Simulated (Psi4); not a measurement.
# SiCl2F (SMILES F[Si](Cl)Cl): UMN15/cc-pVDZ (sweep point 6)

Aim: a geometry optimisation of SiCl2F. 

The results are computed with Psi4 1.11.

## Step 1: Starting point

The species is SiCl2F (4 atoms), meant as a doublet with charge 0. SMILES: `F[Si](Cl)Cl`. Geometry: relaxed at GFN2-xTB. The run starts from this shape.

Bond lengths: F1–Si2 1.619 Å, Si2–Cl3 2.009 Å, Si2–Cl4 2.009 Å. Angles: F1–Si2–Cl3 104.6°, F1–Si2–Cl4 104.6°, Cl3–Si2–Cl4 115.3°.

## Step 2: A geometry optimisation at UMN15/cc-pVDZ (sweep point 6)

Input file cl2fsi.dat:

```
memory 1.6 GB

molecule mol {
  0 2
  F      1.188320    -0.376450     0.907180
  Si     0.062910    -0.422220    -0.255610
  Cl    -1.686390    -0.399210     0.731740
  Cl     0.435160     1.197870    -1.383320
  units angstrom
  symmetry c1
}

set basis cc-pVDZ
set reference uks
set puream true
set scf_type pk
set dft_radial_points 99
set dft_spherical_points 590
set g_convergence gau_tight
set geom_maxiter 50
set maxiter 150

e = opt('mn15')
```

Started as:

```bash
$ psi4 cl2fsi.dat cl2fsi.out -n 1
```

What values should one expect? Wanted: total energy at the end; dipole moment; HOMO energy; LUMO energy; ⟨S²⟩.

**Answer.** As computed:

At UMN15/cc-pVDZ (sweep point 6):

| quantity | value |
| --- | --- |
| total energy at the end | -1309.41390 Eh |
| dipole moment | 1.21 D |
| HOMO energy (highest over α and β) | -7.60 eV |
| LUMO energy (lowest over α and β) | -2.98 eV |
| ⟨S²⟩ | 0.752 |

In words: At the final geometry: Bond lengths: F1–Si2 1.631 Å, Si2–Cl3 2.054 Å, Si2–Cl4 2.054 Å. Angles: F1–Si2–Cl3 107.3°, F1–Si2–Cl4 107.3°, Cl3–Si2–Cl4 110.0°. The optimisation took 6 steps and changed the energy by -0.071 eV.
